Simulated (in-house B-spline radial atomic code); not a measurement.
# Ni²⁺: ionisation energy by several methods

An exercise on one series of results from a longer session: the logs are not shown, and one member is left open.

Method: scalar-relativistic (X2C), several functionals, spin-polarised, exact exchange averaged over the configuration; spherical all-electron atom at the radial basis limit. Code: in-house B-spline radial atomic code version 1.

**The system**

| Item | Value |
| --- | --- |
| element | nickel (Z = 28) |
| charge | +2 |
| electrons | 26 |
| configuration | [Ar] 3d8 |
| nucleus | Fermi, rms radius 3.776 fm |

Outer shells as boxes (Hund's rule):

[Ar] 3d8
```
[Ar] core
3d [↑↓][↑↓][↑↓][↑ ][↑ ]
```

Where spins are not typed, each open shell is filled with up spins first.

The first run:

The run's settings:

```ini
Z = 28
electrons = 26.0
configuration = [Ar] 3d8
hamiltonian = x2c
method = b3lyp
spin_polarised = True
nucleus = fermi
rms_radius = 3.7757
mass_number = 58
atomic_mass = 57.93534165
speed_of_light = 137.035999084
exact_exchange = averaged over the configuration
```

On the command line:

```
$ python run_scf.py task.json out
```

task.json lists these runs, among others, and the program works through them in turn.

Among the steps run: B3LYP, a global hybrid; HSE06, a range-separated hybrid; B97-1, a global hybrid; r2SCAN0, a global hybrid; CAM-B3LYP, a range-separated hybrid; BHandHLYP, a global hybrid.

One of the session's tables, all rows but one given; the rest of the session is left out.

| method | ΔSCF (eV) |
| --- | --- |
| B3LYP | 35.741 |
| B97-1 | 35.505 |
| r2SCAN0 | ? |
| BHandHLYP | 34.943 |
| HSE06 | 35.413 |
| CAM-B3LYP | 35.712 |

Q: Estimate the row for r2SCAN0 from the others.

**Answer.** ΔSCF (eV): 35.146. In the column «ΔSCF (eV)» it lies between BHandHLYP (34.943) and HSE06 (35.413).
